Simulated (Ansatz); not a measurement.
# GaP: the cost of one run

Computed with Ansatz 0.2.0 (DFT PBE, scalar-relativistic, plane waves, PAW, unless a step's input says otherwise).

### Step 1. Starting point

The structure is cubic, space group F-43m (No. 216). The conventional cell has a = 5.452 Å, b = 5.452 Å, c = 5.452 Å, α = 90.00°, β = 90.00°, γ = 90.00°. Ga (site symmetry -43m) is surrounded by 4 P at 2.36 Å. Around P (site symmetry -43m) lie 4 Ga at 2.36 Å.

Coordinates:

```xyz
2
Lattice="0.0000 2.7258 2.7258 2.7258 0.0000 2.7258 2.7258 2.7258 0.0000" Properties=species:S:1:pos:R:3 pbc="T T T"
Ga    0.0000    0.0000    0.0000
P     4.0887    4.0887    4.0887
```

The structure comes from the Materials Project (structure only).

(A quick probe on a coarse mesh, which set the mesh and smearing, is not shown.)

### Step 3. The relaxation

Input file input.yaml:

```yaml
crystal:
  lattice:
    - [0.0, 2.72581249, 2.72581249]
    - [2.72581249, 0.0, 2.72581249]
    - [2.72581249, 2.72581249, 0.0]
  atoms:
    - { symbol: Ga, position: [0.0, 0.0, 0.0] }
    - { symbol: P, position: [0.75, 0.75, 0.75] }
basis:
  ecutwfc: 420
kpoints:
  mp_grid: { grid: [8, 8, 8] }
hamiltonian:
  xc: pbe
scf:
  occupations: { method: gaussian, width: 0.02 }
output:
  forces: true
  stress: true
  eigenvalues: true
  write_density: true
  write_potential: true
  elf: true
  volumetric_format: npy
relax:
  adjacent_minimum: "off"
  f_tol: 0.005
  max_steps: 80
  cell: { stress_tol: 0.05 }
```

Run with:

```console
$ ansatz run input.yaml --threads 4 --pin off --max-ram 8192MiB --backend cpu --events-out ev --progress --plain --runs-dir out
```

**Question.** How long does this run take on 4 threads of Intel Xeon at 2.70GHz, shared host, and how much memory does it need?

About 4.8 s, with a peak of 0.38 GiB.
